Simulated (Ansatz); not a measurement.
# CuI2: the cost of one run

Program: Ansatz 0.2.0. Level of theory: DFT PBEsol+U (U_eff = 4 eV on Cu d), plane waves, PAW. These are calculated values, not measurements.

3 further runs of the same task are left out: 3 that didn't finish. Runs told in other sessions of the task aren't counted.

**1. The starting structure**

It takes space group R-3m (No. 166, trigonal). The conventional cell has a = 4.305 Å, b = 4.305 Å, c = 19.523 Å, α = 90.00°, β = 90.00°, γ = 120.00°. Cu (site symmetry -3m) has 6 I at 2.95 Å in its first shell of neighbours. I (site symmetry 3m) is surrounded by 3 Cu at 2.95 Å.

Coordinates:

```cif
data_structure
_symmetry_space_group_name_H-M 'R-3m:H'
_symmetry_Int_Tables_number 166
_cell_length_a 4.3050
_cell_length_b 4.3050
_cell_length_c 19.5233
_cell_angle_alpha 90.000
_cell_angle_beta 90.000
_cell_angle_gamma 120.000
_cell_volume 313.35
loop_
_atom_site_label
_atom_site_type_symbol
_atom_site_symmetry_multiplicity
_atom_site_Wyckoff_symbol
_atom_site_fract_x
_atom_site_fract_y
_atom_site_fract_z
_atom_site_occupancy
Cu1 Cu 3 a 0.00000 0.00000 0.00000 1
I1 I 6 c 0.00000 0.00000 0.25200 1
```

An earlier series on this cell reached its lowest free state from «antiferromagnetic start, free», perhaps among other starts.

**2. Site moments held (series factor 1.05; the input gives the size)**

Input file input.yaml:

```yaml
crystal:
  lattice:
    - [2.15248286, -1.24273656, 13.01553274]
    - [-2.15248286, -1.24273656, 13.01553274]
    - [0.0, -4.97094624, 13.01553274]
  atoms:
    - { symbol: Cu, position: [0.0, 0.0, 0.0], spin: 1.05 }
    - { symbol: I, position: [0.252, 0.252, 0.874] }
    - { symbol: I, position: [0.748, 0.748, 0.626] }
    - { symbol: Cu, position: [0.0, 0.0, 0.5], spin: 1.05 }
    - { symbol: I, position: [0.252, 0.252, 0.374] }
    - { symbol: I, position: [0.748, 0.748, 0.126] }
basis:
  ecutwfc: 420
  ecutrho_ratio: 4
kpoints:
  mp_grid: { grid: [5, 5, 5] }
hamiltonian:
  xc: pbesol
  hubbard:
    sites:
      - { site: 0, l: d, u_eff: 4.0, starting_ns: [{ spin: up, occupation_matrix: s0up }, { spin: down, occupation_matrix: s0down }] }
      - { site: 3, l: d, u_eff: 4.0, starting_ns: [{ spin: up, occupation_matrix: s3up }, { spin: down, occupation_matrix: s3down }] }
    occupation_matrices:
      s0up:
        matrix:
          - [0.97, 0.0, 0.0, 0.0, 0.0]
          - [0.0, 0.97, 0.0, 0.0, 0.0]
          - [0.0, 0.0, 0.97, 0.0, 0.0]
          - [0.0, 0.0, 0.0, 0.97, 0.0]
          - [0.0, 0.0, 0.0, 0.0, 0.97]
      s0down:
        matrix:
          - [0.97, 0.0, 0.0, 0.0, 0.0]
          - [0.0, 0.38625, 0.0, 0.0, 0.46238]
          - [0.0, 0.0, 0.97, 0.0, 0.0]
          - [0.0, 0.0, 0.0, 0.97, 0.0]
          - [0.0, 0.46238, 0.0, 0.0, 0.60375]
      s3up:
        matrix:
          - [0.97, 0.0, 0.0, 0.0, 0.0]
          - [0.0, 0.97, 0.0, 0.0, 0.0]
          - [0.0, 0.0, 0.97, 0.0, 0.0]
          - [0.0, 0.0, 0.0, 0.97, 0.0]
          - [0.0, 0.0, 0.0, 0.0, 0.97]
      s3down:
        matrix:
          - [0.97, 0.0, 0.0, 0.0, 0.0]
          - [0.0, 0.38625, 0.0, 0.0, 0.46238]
          - [0.0, 0.0, 0.97, 0.0, 0.0]
          - [0.0, 0.0, 0.0, 0.97, 0.0]
          - [0.0, 0.46238, 0.0, 0.0, 0.60375]
    ns_hold: { iters: 8 }
scf:
  occupations: { method: gaussian, width: 0.05 }
  lower_state_search: "off"
  max_iter: 150
output:
  forces: true
  stress: true
  eigenvalues: true
  populations: true
  hubbard: { sites: [{ site: 0, l: d }, { site: 3, l: d }] }
magnetization:
  spin_polarized: true
  spin_locking: { lock_spins: true }
```

The typed matrices put 0.97 on the chosen orbitals and 0.02 on the others, and are held for 8 cycles. The lock stays on to the end, so the result is a constrained state unless its moments die out.

Command:

```
> ansatz run input.yaml --threads 4 --pin off --max-ram 6144MiB --backend cpu --events-out ev --progress --plain --runs-dir out
```

What time and memory should one allow on 4 threads of Arm Neoverse V2, shared host?

About 72 s, with a peak of 1.2 GiB.
